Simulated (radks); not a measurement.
# Filling a jellium sphere with rs = 2.49 bohr: electrons 29 to 31

Which level does each new electron take in a jellium sphere with rs = 2.49 bohr, and at which counts is the cluster hardest to charge further? Each count tries a few candidate levels and keeps the lowest. The background charge grows with the count, so each cluster is neutral; its cation and anion are computed too.

Program: radks, version 2. Model: non-relativistic spin-polarised Kohn-Sham, PBEsol, spherically averaged shells. All values are calculated.

**1. The model**

- well: a jellium sphere with rs = 2.49 bohr
- functional: PBEsol
- levels: named by radial order: 1s, 1p, 1d, 2s, 1f and so on
- units: hartree and bohr; summary energies in eV
- configuration carried in: 1s2 1p6 1d10 2s2 1f(up 7, down 1) (N = 28, energy -1.132061)

The runs follow, count by count.

**2. N = 29**

Candidate: add 1f down. The run's settings:

```ini
kind = jellium
xc = PBESOL
rs = 2.49  # bohr
electrons = 29
background = 29  # e
configuration = 1s2 1p6 1d10 2s2 1f(up 7, down 2)
```

Started as:

```sh
$ python run_model.py task.json out
```

task.json names the series; the program runs every candidate in turn, and a move starts from the lowest state found so far. In the records, mag is the spin moment and err the last SCF error.

Results of the run (chosen fields of its result record, rounded):

```text
status: converged
energy_total [hartree]: -1.17155893
energy_kinetic [hartree]: 4.46168
energy_external [hartree]: -128.5492
energy_hartree [hartree]: 62.7643
energy_xc [hartree]: -5.80851
energy_background [hartree]: 65.96019
orbitals [level, occupation, hartree, mean radius in bohr]:
  - ["1s up", 1, -0.361504, 4.44951]
  - ["1p up", 3, -0.296238, 5.45892]
  - ["1d up", 5, -0.219479, 6.17431]
  - ["2s up", 1, -0.196082, 5.28975]
  - ["1f up", 7, -0.133387, 6.81884]
  - ["1s down", 1, -0.354699, 4.26194]
  - ["1p down", 3, -0.283712, 5.3339]
  - ["1d down", 5, -0.203405, 6.10747]
  - ["2s down", 1, -0.185825, 5.36069]
  - ["1f down", 2, -0.115528, 6.80872]
r2_mean [bohr^2]: 39.58045
mag [bohr magneton]: 5
err: 1.5e-09
spill_out [electrons]: 5.030271
```

Candidate: add 2p up. Changed: configuration = 1s2 1p6 1d10 2s2 1f(up 7, down 1) 2p(up 1, down 0).

Result:

```text
status: converged
energy_total [hartree]: -1.15993729
energy_kinetic [hartree]: 4.445005
energy_external [hartree]: -128.4137
energy_hartree [hartree]: 62.64469
energy_xc [hartree]: -5.796153
energy_background [hartree]: 65.96019
orbitals [level, occupation, hartree, mean radius in bohr]:
  - ["1s up", 1, -0.365155, 4.53928]
  - ["1p up", 3, -0.302358, 5.49411]
  - ["1d up", 5, -0.226556, 6.18914]
  - ["2s up", 1, -0.198628, 5.29919]
  - ["1f up", 7, -0.140854, 6.81862]
  - ["2p up", 1, -0.107085, 6.54263]
  - ["1s down", 1, -0.35097, 4.38951]
  - ["1p down", 3, -0.283886, 5.38576]
  - ["1d down", 5, -0.205038, 6.11181]
  - ["2s down", 1, -0.181128, 5.30436]
  - ["1f down", 1, -0.117234, 6.78603]
r2_mean [bohr^2]: 39.82478
mag [bohr magneton]: 7
err: 7.4e-10
spill_out [electrons]: 5.207753
```

Candidate: add 2p down. Changed: configuration = 1s2 1p6 1d10 2s2 1f(up 7, down 1) 2p(up 0, down 1).

Result:

```text
status: converged
energy_total [hartree]: -1.14810113
energy_kinetic [hartree]: 4.446601
energy_external [hartree]: -128.4058
energy_hartree [hartree]: 62.63631
energy_xc [hartree]: -5.785413
energy_background [hartree]: 65.96019
orbitals [level, occupation, hartree, mean radius in bohr]:
  - ["1s up", 1, -0.361012, 4.6126]
  - ["1p up", 3, -0.300201, 5.52457]
  - ["1d up", 5, -0.225216, 6.1859]
  - ["2s up", 1, -0.193463, 5.22834]
  - ["1f up", 7, -0.139405, 6.7981]
  - ["1s down", 1, -0.356531, 4.31497]
  - ["1p down", 3, -0.287158, 5.3522]
  - ["1d down", 5, -0.207383, 6.12183]
  - ["2s down", 1, -0.187118, 5.40129]
  - ["1f down", 1, -0.119915, 6.82385]
  - ["2p down", 1, -0.096185, 6.63045]
r2_mean [bohr^2]: 39.84286
mag [bohr magneton]: 5
err: 4.6e-10
spill_out [electrons]: 5.20044
```

Candidate: move 1f down to 2p up: the same state as a run above.

Candidate: move 1f down to 2p down: the same state as a run above.

Candidate: move 1f up to 1f down. Changed: configuration = 1s2 1p6 1d10 2s2 1f(up 6, down 3).

Result:

```text
status: converged
energy_total [hartree]: -1.15732904
energy_kinetic [hartree]: 4.458385
energy_external [hartree]: -128.5356
energy_hartree [hartree]: 62.75167
energy_xc [hartree]: -5.791938
energy_background [hartree]: 65.96019
orbitals [level, occupation, hartree, mean radius in bohr]:
  - ["1s up", 1, -0.36072, 4.41164]
  - ["1p up", 3, -0.294354, 5.43581]
  - ["1d up", 5, -0.216955, 6.16295]
  - ["2s up", 1, -0.194865, 5.30481]
  - ["1f up", 6, -0.130562, 6.81801]
  - ["1s down", 1, -0.356639, 4.29981]
  - ["1p down", 3, -0.286866, 5.36177]
  - ["1d down", 5, -0.207369, 6.12379]
  - ["2s down", 1, -0.188772, 5.34773]
  - ["1f down", 3, -0.119933, 6.81259]
r2_mean [bohr^2]: 39.60167
mag [bohr magneton]: 3
err: 5.5e-10
spill_out [electrons]: 5.038437
```

The cation, at the same background. Changed: electrons = 28, configuration = 1s2 1p6 1d10 2s2 1f(up 7, down 1).

Result:

```text
status: converged
energy_total [hartree]: -1.00151332
energy_kinetic [hartree]: 4.380572
energy_external [hartree]: -125.1577
energy_hartree [hartree]: 59.4706
energy_xc [hartree]: -5.655209
energy_background [hartree]: 65.96019
orbitals [level, occupation, hartree, mean radius in bohr]:
  - ["1s up", 1, -0.477204, 4.48406]
  - ["1p up", 3, -0.412895, 5.44493]
  - ["1d up", 5, -0.335717, 6.11761]
  - ["2s up", 1, -0.308395, 5.15774]
  - ["1f up", 7, -0.247954, 6.70439]
  - ["1s down", 1, -0.468294, 4.25184]
  - ["1p down", 3, -0.396915, 5.2921]
  - ["1d down", 5, -0.3153, 6.03402]
  - ["2s down", 1, -0.295556, 5.2469]
  - ["1f down", 1, -0.225184, 6.68171]
r2_mean [bohr^2]: 38.21409
mag [bohr magneton]: 6
err: 6.9e-10
spill_out [electrons]: 4.312557
```

The anion, at the same background. Changed: electrons = 30, configuration = 1s2 1p6 1d10 2s2 1f(up 7, down 3).

Result:

```text
status: converged
energy_total [hartree]: -1.23402568
energy_kinetic [hartree]: 4.524616
energy_external [hartree]: -131.7913
energy_hartree [hartree]: 66.02433
energy_xc [hartree]: -5.951876
energy_background [hartree]: 65.96019
orbitals [level, occupation, hartree, mean radius in bohr]:
  - ["1s up", 1, -0.250967, 4.41174]
  - ["1p up", 3, -0.184642, 5.46701]
  - ["1d up", 5, -0.108153, 6.22955]
  - ["2s up", 1, -0.0882968, 5.43325]
  - ["1f up", 7, -0.02371, 6.95532]
  - ["1s down", 1, -0.24599, 4.26692]
  - ["1p down", 3, -0.175224, 5.36877]
  - ["1d down", 5, -0.0960033, 6.17838]
  - ["2s down", 1, -0.0804174, 5.48697]
  - ["1f down", 3, -0.0102816, 6.95992]
r2_mean [bohr^2]: 41.13854
mag [bohr magneton]: 4
err: 1.4e-09
spill_out [electrons]: 5.830731
```

| candidate | configuration | above the lowest (eV) |
| --- | --- | --- |
| add 1f down | 1s2 1p6 1d10 2s2 1f(up 7, down 2) | lowest |
| add 2p up | 1s2 1p6 1d10 2s2 1f(up 7, down 1) 2p(up 1, down 0) | 0.316 |
| add 2p down | 1s2 1p6 1d10 2s2 1f(up 7, down 1) 2p(up 0, down 1) | 0.638 |
| move 1f down to 2p up | 1s2 1p6 1d10 2s2 1f(up 7, down 1) 2p(up 1, down 0) | 0.316 |
| move 1f down to 2p down | 1s2 1p6 1d10 2s2 1f(up 7, down 1) 2p(up 0, down 1) | 0.638 |
| move 1f up to 1f down | 1s2 1p6 1d10 2s2 1f(up 6, down 3) | 0.387 |

Kept: 1s2 1p6 1d10 2s2 1f(up 7, down 2).

**3. N = 30**

Candidate: add 1f down. The run's settings:

```ini
kind = jellium
xc = PBESOL
rs = 2.49  # bohr
electrons = 30
background = 30  # e
configuration = 1s2 1p6 1d10 2s2 1f(up 7, down 3)
```

Results of the run (chosen fields of its result record, rounded):

```text
status: converged
energy_total [hartree]: -1.2181444
energy_kinetic [hartree]: 4.616625
energy_external [hartree]: -136.1152
energy_hartree [hartree]: 66.49852
energy_xc [hartree]: -6.012464
energy_background [hartree]: 69.79441
orbitals [level, occupation, hartree, mean radius in bohr]:
  - ["1s up", 1, -0.362544, 4.43769]
  - ["1p up", 3, -0.296979, 5.47857]
  - ["1d up", 5, -0.220784, 6.20789]
  - ["2s up", 1, -0.199657, 5.32137]
  - ["1f up", 7, -0.13562, 6.85471]
  - ["1s down", 1, -0.357288, 4.28969]
  - ["1p down", 3, -0.287254, 5.38128]
  - ["1d down", 5, -0.208355, 6.15762]
  - ["2s down", 1, -0.191771, 5.38118]
  - ["1f down", 3, -0.121874, 6.84822]
r2_mean [bohr^2]: 40.35025
mag [bohr magneton]: 4
err: 1.7e-09
spill_out [electrons]: 5.11805
```

Candidate: add 2p up. Changed: configuration = 1s2 1p6 1d10 2s2 1f(up 7, down 2) 2p(up 1, down 0).

Result:

```text
status: converged
energy_total [hartree]: -1.20363719
energy_kinetic [hartree]: 4.602075
energy_external [hartree]: -135.9855
energy_hartree [hartree]: 66.38305
energy_xc [hartree]: -5.997642
energy_background [hartree]: 69.79441
orbitals [level, occupation, hartree, mean radius in bohr]:
  - ["1s up", 1, -0.365749, 4.53043]
  - ["1p up", 3, -0.302733, 5.51549]
  - ["1d up", 5, -0.227529, 6.2241]
  - ["2s up", 1, -0.201938, 5.32961]
  - ["1f up", 7, -0.142784, 6.85616]
  - ["2p up", 1, -0.110412, 6.51758]
  - ["1s down", 1, -0.353279, 4.42513]
  - ["1p down", 3, -0.287289, 5.43714]
  - ["1d down", 5, -0.209923, 6.16443]
  - ["2s down", 1, -0.186903, 5.32181]
  - ["1f down", 2, -0.123584, 6.8282]
r2_mean [bohr^2]: 40.57137
mag [bohr magneton]: 6
err: 1.2e-09
spill_out [electrons]: 5.288917
```

Candidate: add 2p down. Changed: configuration = 1s2 1p6 1d10 2s2 1f(up 7, down 2) 2p(up 0, down 1).

Result:

```text
status: converged
energy_total [hartree]: -1.19425896
energy_kinetic [hartree]: 4.603399
energy_external [hartree]: -135.9792
energy_hartree [hartree]: 66.37641
energy_xc [hartree]: -5.989247
energy_background [hartree]: 69.79441
orbitals [level, occupation, hartree, mean radius in bohr]:
  - ["1s up", 1, -0.361359, 4.60875]
  - ["1p up", 3, -0.300457, 5.549]
  - ["1d up", 5, -0.226136, 6.22192]
  - ["2s up", 1, -0.196696, 5.25424]
  - ["1f up", 7, -0.141312, 6.83584]
  - ["1s down", 1, -0.358786, 4.34628]
  - ["1p down", 3, -0.290435, 5.40054]
  - ["1d down", 5, -0.212079, 6.17132]
  - ["2s down", 1, -0.192689, 5.41701]
  - ["1f down", 2, -0.125976, 6.86109]
  - ["2p down", 1, -0.101723, 6.58435]
r2_mean [bohr^2]: 40.58452
mag [bohr magneton]: 4
err: 2e-09
spill_out [electrons]: 5.283608
```

Candidate: move 1f down to 2p up: the same state as a run above.

Candidate: move 1f down to 2p down: the same state as a run above.

Candidate: move 1f up to 1f down. Changed: configuration = 1s2 1p6 1d10 2s2 1f(up 6, down 4).

Result:

```text
status: converged
energy_total [hartree]: -1.2078632
energy_kinetic [hartree]: 4.6143
energy_external [hartree]: -136.1055
energy_hartree [hartree]: 66.4895
energy_xc [hartree]: -6.00054
energy_background [hartree]: 69.79441
orbitals [level, occupation, hartree, mean radius in bohr]:
  - ["1s up", 1, -0.361628, 4.40053]
  - ["1p up", 3, -0.294981, 5.45567]
  - ["1d up", 5, -0.21816, 6.19673]
  - ["2s up", 1, -0.198263, 5.33684]
  - ["1f up", 6, -0.132705, 6.85385]
  - ["1s down", 1, -0.359, 4.32685]
  - ["1p down", 3, -0.29013, 5.40747]
  - ["1d down", 5, -0.211971, 6.17202]
  - ["2s down", 1, -0.194347, 5.3669]
  - ["1f down", 4, -0.12587, 6.8509]
r2_mean [bohr^2]: 40.36463
mag [bohr magneton]: 2
err: 3.5e-10
spill_out [electrons]: 5.123999
```

The cation, at the same background. Changed: electrons = 29, configuration = 1s2 1p6 1d10 2s2 1f(up 7, down 2).

Result:

```text
status: converged
energy_total [hartree]: -1.04193077
energy_kinetic [hartree]: 4.538191
energy_external [hartree]: -132.6351
energy_hartree [hartree]: 63.11592
energy_xc [hartree]: -5.85533
energy_background [hartree]: 69.79441
orbitals [level, occupation, hartree, mean radius in bohr]:
  - ["1s up", 1, -0.477279, 4.47196]
  - ["1p up", 3, -0.412659, 5.46572]
  - ["1d up", 5, -0.336077, 6.15331]
  - ["2s up", 1, -0.311334, 5.19493]
  - ["1f up", 7, -0.249331, 6.74481]
  - ["1s down", 1, -0.470143, 4.2816]
  - ["1p down", 3, -0.39979, 5.34226]
  - ["1d down", 5, -0.319702, 6.08795]
  - ["2s down", 1, -0.301096, 5.2726]
  - ["1f down", 2, -0.231156, 6.72859]
r2_mean [bohr^2]: 39.01647
mag [bohr magneton]: 5
err: 8.3e-10
spill_out [electrons]: 4.405166
```

The anion, at the same background. Changed: electrons = 31, configuration = 1s2 1p6 1d10 2s2 1f(up 7, down 4).

Result:

```text
status: converged
energy_total [hartree]: -1.28707794
energy_kinetic [hartree]: 4.677722
energy_external [hartree]: -139.4488
energy_hartree [hartree]: 69.84933
energy_xc [hartree]: -6.159712
energy_background [hartree]: 69.79441
orbitals [level, occupation, hartree, mean radius in bohr]:
  - ["1s up", 1, -0.25271, 4.40068]
  - ["1p up", 3, -0.186111, 5.48589]
  - ["1d up", 5, -0.110165, 6.26105]
  - ["2s up", 1, -0.0922989, 5.45767]
  - ["1f up", 7, -0.0265589, 6.98466]
  - ["1s down", 1, -0.249087, 4.29325]
  - ["1p down", 3, -0.179224, 5.414]
  - ["1d down", 5, -0.101318, 6.22495]
  - ["2s down", 1, -0.0865968, 5.50059]
  - ["1f down", 4, -0.0168251, 6.98833]
r2_mean [bohr^2]: 41.86212
mag [bohr magneton]: 3
err: 1.1e-09
spill_out [electrons]: 5.911673
```

| candidate | configuration | above the lowest (eV) |
| --- | --- | --- |
| add 1f down | 1s2 1p6 1d10 2s2 1f(up 7, down 3) | lowest |
| add 2p up | 1s2 1p6 1d10 2s2 1f(up 7, down 2) 2p(up 1, down 0) | 0.395 |
| add 2p down | 1s2 1p6 1d10 2s2 1f(up 7, down 2) 2p(up 0, down 1) | 0.650 |
| move 1f down to 2p up | 1s2 1p6 1d10 2s2 1f(up 7, down 2) 2p(up 1, down 0) | 0.395 |
| move 1f down to 2p down | 1s2 1p6 1d10 2s2 1f(up 7, down 2) 2p(up 0, down 1) | 0.650 |
| move 1f up to 1f down | 1s2 1p6 1d10 2s2 1f(up 6, down 4) | 0.280 |

The series goes on from 1s2 1p6 1d10 2s2 1f(up 7, down 3).

**4. 31 electrons**

Candidate: add 1f down. The run's settings:

```ini
kind = jellium
xc = PBESOL
rs = 2.49  # bohr
electrons = 31
background = 31  # e
configuration = 1s2 1p6 1d10 2s2 1f(up 7, down 4)
```

Results of the run (chosen fields of its result record, rounded):

```text
status: converged
energy_total [hartree]: -1.27126429
energy_kinetic [hartree]: 4.768344
energy_external [hartree]: -143.8596
energy_hartree [hartree]: 70.32475
energy_xc [hartree]: -6.219589
energy_background [hartree]: 73.71481
orbitals [level, occupation, hartree, mean radius in bohr]:
  - ["1s up", 1, -0.36338, 4.42474]
  - ["1p up", 3, -0.29749, 5.49778]
  - ["1d up", 5, -0.221844, 6.24175]
  - ["2s up", 1, -0.202926, 5.35608]
  - ["1f up", 7, -0.1376, 6.89153]
  - ["1s down", 1, -0.359577, 4.31501]
  - ["1p down", 3, -0.290403, 5.42642]
  - ["1d down", 5, -0.212812, 6.20601]
  - ["2s down", 1, -0.197215, 5.40291]
  - ["1f down", 4, -0.127651, 6.88762]
r2_mean [bohr^2]: 41.10564
mag [bohr magneton]: 3
err: 9.7e-10
spill_out [electrons]: 5.202689
```

Candidate: add 2p up. Changed: configuration = 1s2 1p6 1d10 2s2 1f(up 7, down 3) 2p(up 1, down 0).

Result:

```text
status: converged
energy_total [hartree]: -1.2542634
energy_kinetic [hartree]: 4.755743
energy_external [hartree]: -143.7354
energy_hartree [hartree]: 70.2131
energy_xc [hartree]: -6.202551
energy_background [hartree]: 73.71481
orbitals [level, occupation, hartree, mean radius in bohr]:
  - ["1s up", 1, -0.366169, 4.52044]
  - ["1p up", 3, -0.302909, 5.5364]
  - ["1d up", 5, -0.228285, 6.25921]
  - ["2s up", 1, -0.204969, 5.36289]
  - ["1f up", 7, -0.144488, 6.89439]
  - ["2p up", 1, -0.113558, 6.49762]
  - ["1s down", 1, -0.35531, 4.45786]
  - ["1p down", 3, -0.290306, 5.48586]
  - ["1d down", 5, -0.214307, 6.21491]
  - ["2s down", 1, -0.192179, 5.34037]
  - ["1f down", 3, -0.129344, 6.86982]
r2_mean [bohr^2]: 41.30655
mag [bohr magneton]: 5
err: 1.1e-09
spill_out [electrons]: 5.366991
```

Candidate: add 2p down. Changed: configuration = 1s2 1p6 1d10 2s2 1f(up 7, down 3) 2p(up 0, down 1).

Result:

```text
status: converged
energy_total [hartree]: -1.24709855
energy_kinetic [hartree]: 4.756801
energy_external [hartree]: -143.7305
energy_hartree [hartree]: 70.20802
energy_xc [hartree]: -6.196219
energy_background [hartree]: 73.71481
orbitals [level, occupation, hartree, mean radius in bohr]:
  - ["1s up", 1, -0.361552, 4.60333]
  - ["1p up", 3, -0.300526, 5.57289]
  - ["1d up", 5, -0.226846, 6.25809]
  - ["2s up", 1, -0.199685, 5.28331]
  - ["1f up", 7, -0.142998, 6.87438]
  - ["1s down", 1, -0.360778, 4.37494]
  - ["1p down", 3, -0.293347, 5.44655]
  - ["1d down", 5, -0.216308, 6.21914]
  - ["2s down", 1, -0.197804, 5.43445]
  - ["1f down", 3, -0.131499, 6.89866]
  - ["2p down", 1, -0.106883, 6.54717]
r2_mean [bohr^2]: 41.31584
mag [bohr magneton]: 3
err: 1.4e-09
spill_out [electrons]: 5.363253
```

Candidate: move 1f down to 2p up: the same state as a run above.

Candidate: move 1f down to 2p down: the same state as a run above.

Candidate: move 1f up to 1f down. Changed: configuration = 1s2 1p6 1d10 2s2 1f(up 6, down 5).

Result:

```text
status: converged
energy_total [hartree]: -1.2646427
energy_kinetic [hartree]: 4.766881
energy_external [hartree]: -143.8534
energy_hartree [hartree]: 70.31901
energy_xc [hartree]: -6.211937
energy_background [hartree]: 73.71481
orbitals [level, occupation, hartree, mean radius in bohr]:
  - ["1s up", 1, -0.362356, 4.38811]
  - ["1p up", 3, -0.295397, 5.47494]
  - ["1d up", 5, -0.219135, 6.23073]
  - ["2s up", 1, -0.20138, 5.37196]
  - ["1f up", 6, -0.134609, 6.89067]
  - ["1s down", 1, -0.361089, 4.35163]
  - ["1p down", 3, -0.293038, 5.45129]
  - ["1d down", 5, -0.216132, 6.21894]
  - ["2s down", 1, -0.199485, 5.38762]
  - ["1f down", 5, -0.131304, 6.88945]
r2_mean [bohr^2]: 41.11436
mag [bohr magneton]: 1
err: 1.4e-09
spill_out [electrons]: 5.206526
```

The cation, at the same background. Changed: electrons = 30, configuration = 1s2 1p6 1d10 2s2 1f(up 7, down 3).

Result:

```text
status: converged
energy_total [hartree]: -1.08948112
energy_kinetic [hartree]: 4.692447
energy_external [hartree]: -140.2919
energy_hartree [hartree]: 66.85421
energy_xc [hartree]: -6.059063
energy_background [hartree]: 73.71481
orbitals [level, occupation, hartree, mean radius in bohr]:
  - ["1s up", 1, -0.477177, 4.45887]
  - ["1p up", 3, -0.412224, 5.48604]
  - ["1d up", 5, -0.336222, 6.18905]
  - ["2s up", 1, -0.31396, 5.23445]
  - ["1f up", 7, -0.250477, 6.78559]
  - ["1s down", 1, -0.47169, 4.30865]
  - ["1p down", 3, -0.402256, 5.38975]
  - ["1d down", 5, -0.323577, 6.13959]
  - ["2s down", 1, -0.306081, 5.29896]
  - ["1f down", 3, -0.236499, 6.77437]
r2_mean [bohr^2]: 39.80248
mag [bohr magneton]: 4
err: 3.4e-10
spill_out [electrons]: 4.494481
```

The anion, at the same background. Changed: electrons = 32, configuration = 1s2 1p6 1d10 2s2 1f(up 7, down 5).

Result:

```text
status: converged
energy_total [hartree]: -1.34612654
energy_kinetic [hartree]: 4.82768
energy_external [hartree]: -147.2837
energy_hartree [hartree]: 73.76537
energy_xc [hartree]: -6.370326
energy_background [hartree]: 73.71481
orbitals [level, occupation, hartree, mean radius in bohr]:
  - ["1s up", 1, -0.254239, 4.38832]
  - ["1p up", 3, -0.187334, 5.5043]
  - ["1d up", 5, -0.111916, 6.29309]
  - ["2s up", 1, -0.0960125, 5.4862]
  - ["1f up", 7, -0.0291505, 7.0159]
  - ["1s down", 1, -0.2519, 4.31735]
  - ["1p down", 3, -0.182856, 5.45732]
  - ["1d down", 5, -0.10618, 6.27026]
  - ["2s down", 1, -0.0923294, 5.51629]
  - ["1f down", 5, -0.0228636, 7.01844]
r2_mean [bohr^2]: 42.57451
mag [bohr magneton]: 2
err: 1.4e-09
spill_out [electrons]: 5.989729
```

| candidate | configuration | above the lowest (eV) |
| --- | --- | --- |
| add 1f down | 1s2 1p6 1d10 2s2 1f(up 7, down 4) | lowest |
| add 2p up | 1s2 1p6 1d10 2s2 1f(up 7, down 3) 2p(up 1, down 0) | 0.463 |
| add 2p down | 1s2 1p6 1d10 2s2 1f(up 7, down 3) 2p(up 0, down 1) | 0.658 |
| move 1f down to 2p up | 1s2 1p6 1d10 2s2 1f(up 7, down 3) 2p(up 1, down 0) | 0.463 |
| move 1f down to 2p down | 1s2 1p6 1d10 2s2 1f(up 7, down 3) 2p(up 0, down 1) | 0.658 |
| move 1f up to 1f down | 1s2 1p6 1d10 2s2 1f(up 6, down 5) | 0.180 |

Kept: 1s2 1p6 1d10 2s2 1f(up 7, down 4).

**5. Trends over these counts**

| N | configuration | unpaired | E/N (eV) | ionisation (eV) | affinity (eV) | second difference (eV) | spill-out (e) |
| --- | --- | --- | --- | --- | --- | --- | --- |
| 29 | 1s2 1p6 1d10 2s2 1f(up 7, down 2) | 5 | -1.099 | 4.63 | 1.70 | -0.193 | 5.03 |
| 30 | 1s2 1p6 1d10 2s2 1f(up 7, down 3) | 4 | -1.105 | 4.80 | 1.88 | -0.178 | 5.12 |
| 31 | 1s2 1p6 1d10 2s2 1f(up 7, down 4) | 3 | -1.116 | 4.95 | 2.04 | - | 5.20 |

The second difference is E(N+1) + E(N-1) - 2E(N) of neutral clusters.

Density of N = 31:

r (bohr), 1000 × density and a bar:
```
     0.26      19.40 ##############################
     1.22      17.24 ###########################
     2.19      14.26 ######################
     3.16      13.31 #####################
     4.12      14.98 #######################
     5.09      16.82 ##########################
     6.06      15.52 ########################
     7.02      10.50 ################
     7.99       4.96 ########
     8.96       1.79 ###
     9.92       0.56 #
    10.89       0.17 
    11.86       0.05 
    12.82       0.01
```

**6. Outcome**

| quantity | value |
| --- | --- |
| closed shells at N | none in this range |
| largest second difference | -0.178 eV at N = 30 (of N = 29 to 30) |
| most unpaired electrons | 5 at N = 29 |
| ionisation energies | 4.63 to 4.95 eV |
| configuration at N = 31 | 1s2 1p6 1d10 2s2 1f(up 7, down 4) |

No closed-shell configuration falls in this range. Among the lowest states kept at each count, up to 5 electrons are unpaired (N = 29), since exchange favours parallel spins. The ions keep the filling of the neutral cluster, less or plus one electron, without a search of their own. The model keeps every shell spherical, so real clusters and dots, which can deform, may order levels otherwise.
